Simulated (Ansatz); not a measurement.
**GeH₅ (doublet): from Hartree-Fock to the top rungs at distance Ge1–H5 along a hydrogen transfer = 1.850 Å, cc-pVDZ**

How much of the correlation energy of GeH₅ (doublet) does each wave-function method recover here?

Computed with Ansatz 0.2.0, Gaussian basis. Level: cc-pVDZ, core rule «outside noble gas», up to 14 orbitals frozen.

To be run: UHF; CCSD(T) on ROHF; CCSD(T) on UHF; BCCD(T) on ROHF; CISD; CCSDT(Q) on ROHF; CCSDT(Q) on UHF; CASSCF and MRCISD+Q, 3 electrons in 3 orbitals; CASSCF and NEVPT2, 3 electrons in 3 orbitals; CASSCF and MRCISD+Q, 9 electrons in 9 orbitals; CASSCF and NEVPT4(SD), 9 electrons in 9 orbitals; CASSCF and NEVPT2, 9 electrons in 9 orbitals.

7 further runs of the same task are left out: 7 that didn't finish.

## (1) What is computed

The geometry derives from fragments relaxed apart (PBE0/def2-TZVP) and kept rigid, so it is no stationary point. A hydrogen atom is moved between rigid fragments. No spin-orbit coupling is included. The filled d shell of Ge may be among the frozen orbitals whatever the setting's name suggests; the logs give the count.

6 atoms, charge 0, spin multiplicity 2.

Atoms are counted from 1 here; the program's logs count them from 0.

Bond lengths: Ge1–H2 1.534 Å, Ge1–H3 1.534 Å, Ge1–H4 1.534 Å, Ge1–H5 1.850 Å, H5–H6 0.745 Å. Angles: H2–Ge1–H3 109.5°, H2–Ge1–H4 109.5°, H2–Ge1–H5 109.5°, H3–Ge1–H4 109.5°, H3–Ge1–H5 109.5°, H4–Ge1–H5 109.5°, Ge1–H5–H6 180.0°.

## (2) UHF

in.yaml

```yaml
crystal:
  periodic: [false, false, false]
  atoms:
    - {symbol: Ge, position_ang: [-0.037767, 0.000000, 0.000000]}
    - {symbol: H, position_ang: [-0.549217, 1.446599, 0.000000]}
    - {symbol: H, position_ang: [-0.549217, -0.723300, 1.252791]}
    - {symbol: H, position_ang: [-0.549217, -0.723299, -1.252792]}
    - {symbol: H, position_ang: [1.812233, 0.000000, 0.000000]}
    - {symbol: H, position_ang: [2.557233, 0.000000, 0.000000]}
basis:
  gaussian: {orbitals: cc-pVDZ}
magnetization: {spin_polarized: true, initial_magnetization: 1}
hamiltonian: {xc: hf}
output: {orbitals: {seedname: orbitals}}
```

Launch:

```sh
> ansatz run in.yaml --threads 1 --pin off --events-out ev --progress --plain --max-ram 2393MiB
```

Further steps of the session: CCSD(T) on ROHF; CCSD(T) on UHF; BCCD(T) on ROHF; CISD; CCSDT(Q) on ROHF; CCSDT(Q) on UHF; CASSCF and MRCISD+Q, 3 electrons in 3 orbitals; CASSCF and NEVPT2, 3 electrons in 3 orbitals; CASSCF and MRCISD+Q, 9 electrons in 9 orbitals; CASSCF and NEVPT4(SD), 9 electrons in 9 orbitals; CASSCF and NEVPT2, 9 electrons in 9 orbitals.

Q: Predict the results of all the runs planned. Wanted: UCCSDT(Q) below the RHF energy; RMP2 from UCCSDT(Q); UMP2 from UCCSDT(Q); RCCSD from UCCSDT(Q); RCCSD(T) from UCCSDT(Q); UCCSD(T) from UCCSDT(Q); RCCSDT(Q) from UCCSDT(Q); NEVPT2 pair from UCCSDT(Q); NEVPT2 valence from UCCSDT(Q).

The runs gave:

| quantity | value |
| --- | --- |
| UCCSDT(Q) below the RHF energy | -4.4859 eV |
| RMP2 from UCCSDT(Q) | +23.36 kcal/mol |
| UMP2 from UCCSDT(Q) | +23.29 kcal/mol |
| RCCSD from UCCSDT(Q) | +2.25 kcal/mol |
| RCCSD(T) from UCCSDT(Q) | +0.54 kcal/mol |
| UCCSD(T) from UCCSDT(Q) | +0.47 kcal/mol |
| RCCSDT(Q) from UCCSDT(Q) | +0.08 kcal/mol |
| NEVPT2 pair from UCCSDT(Q) | +22.69 kcal/mol |
| NEVPT2 valence from UCCSDT(Q) | +18.81 kcal/mol |
| NEVPT4(SD) valence from UCCSDT(Q) | +2.69 kcal/mol |
| levels within 1 kcal/mol (43 meV) | RCCSD(T), UCCSD(T), BCCD(T), RCCSDT, UCCSDT, RCCSDT(Q), MRCISD+Q valence |
| T1 diagnostic | 0.017 |
| effectively unpaired electrons | 1.02 |

What this shows: RCCSD(T) lands +0.54 kcal/mol from the yardstick (0.5 % of the correlation energy). One determinant dominates. Of the multireference levels listed MRCISD+Q valence comes nearest in total energy (+0.28 kcal/mol), which doesn't show that its space is the better one. These misses are within one basis, not against nature; the frozen cores of restricted and unrestricted runs differ, which can shift their rows.
